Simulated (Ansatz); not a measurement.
# CH6FInOSi: up Jacob's ladder to CCSD(T)

The task here is to estimate one member of a computed series from the others.

The runs use Ansatz 0.2.0, Gaussian basis; functionals in def2-TZVPP, the program's frozen cores in correlated methods.

Plan: PBE-D4, r2SCAN-D4, PBE0-D4, B3LYP-D4, ωB97X-V, ωB97M-V, B2PLYP; CCSD(T)/def2-TZVPP; MP2/def2-QZVPP; extrapolation to the limit.

## Structure used throughout

The geometry comes from an earlier relaxation with PBE0-D4 in a triple-zeta def2 set; it is a stationary point, not always the lowest conformer. In takes the def2 core potential; no spin-orbit term is included.

SMILES `O[CH2][In]([F])[SiH3]`, 11 atoms, charge 0, spin multiplicity 1.

Atoms are counted from 1 here; the program's logs count them from 0.

Bond lengths: O1–C2 1.412 Å, O1–H6 0.959 Å, C2–In3 2.184 Å, C2–H7 1.096 Å, C2–H8 1.092 Å, In3–F4 1.978 Å, In3–Si5 2.569 Å, Si5–H9 1.487 Å, Si5–H10 1.487 Å, Si5–H11 1.488 Å. Angles: C2–O1–H6 109.1°, O1–C2–In3 115.8°, O1–C2–H7 112.6°, O1–C2–H8 107.0°, In3–C2–H7 109.2°, In3–C2–H8 104.9°, H7–C2–H8 106.6°, C2–In3–F4 106.9°, C2–In3–Si5 143.7°, F4–In3–Si5 109.4°, In3–Si5–H9 109.4°, In3–Si5–H10 109.5°, In3–Si5–H11 111.5°, H9–Si5–H10 109.1°, H9–Si5–H11 108.6°, H10–Si5–H11 108.7°.

The first run:

File in.yaml:

```yaml
crystal:
  periodic: [false, false, false]
  atoms:
    - {symbol: O, position_ang: [-1.763599, 1.682139, -1.013862]}
    - {symbol: C, position_ang: [-0.763210, 0.919636, -1.656028]}
    - {symbol: In, position_ang: [0.364631, -0.441319, -0.372981]}
    - {symbol: F, position_ang: [1.404206, -1.628178, -1.566387]}
    - {symbol: Si, position_ang: [0.805925, -1.092399, 2.072252]}
    - {symbol: H, position_ang: [-1.347146, 2.381778, -0.507030]}
    - {symbol: H, position_ang: [-0.062334, 1.538990, -2.227808]}
    - {symbol: H, position_ang: [-1.268078, 0.273289, -2.377080]}
    - {symbol: H, position_ang: [0.279141, -2.460726, 2.321049]}
    - {symbol: H, position_ang: [2.269842, -1.080167, 2.332869]}
    - {symbol: H, position_ang: [0.146124, -0.149942, 3.015506]}
basis:
  gaussian: {orbitals: def2-TZVPP}
hamiltonian: {xc: pbe, dispersion: d4}
output: {forces: true, orbitals: {seedname: orbitals}}
```

Command:

```bash
ansatz run in.yaml --threads 4 --pin off --events-out ev --progress --plain --max-ram 10444MiB
```

Steps of the session up to this table: PBE-D4 (GGA); r2SCAN-D4 (meta-GGA); PBE0-D4 (hybrid); B3LYP-D4 (hybrid); ωB97X-V (range-separated); ωB97M-V (range-separated); B2PLYP (double hybrid); CCSD(T) in def2-TZVPP; MP2 in def2-QZVPP.

One of the session's tables, all rows but one given; the rest of the session is left out.

```
            method  atomisation energy (eV)
            PBE-D4                   36.453
         r2SCAN-D4                   36.060
           PBE0-D4                   35.680
          B3LYP-D4                   35.771
           ωB97X-V                   36.211
           ωB97M-V                   36.025
            B2PLYP                   35.425
     HF/def2-TZVPP                   25.404
    MP2/def2-TZVPP                   35.514
   CCSD/def2-TZVPP                   34.538
CCSD(T)/def2-TZVPP                   35.098
           MP2/CBS                        ?
       CCSD(T)/CBS                   36.179
```

**Question.** Estimate the row for MP2/CBS.

**Answer.** atomisation energy (eV): 36.595. In the column «atomisation energy (eV)» it is the highest.

Among the levels timed on like hardware and quicker than the yardstick, those that no quicker one beats, quickest first: PBE-D4 (2.7 s, +0.274 eV); r2SCAN-D4 (5.5 s, -0.119 eV); ωB97X-V (8.5 s, +0.032 eV).

B2PLYP carry no dispersion term (for B3LYP, D4 adds 0.327 eV).

To keep in mind: All levels share the lack of spin-orbit coupling, which lowers the free heavy atoms and so the true binding.
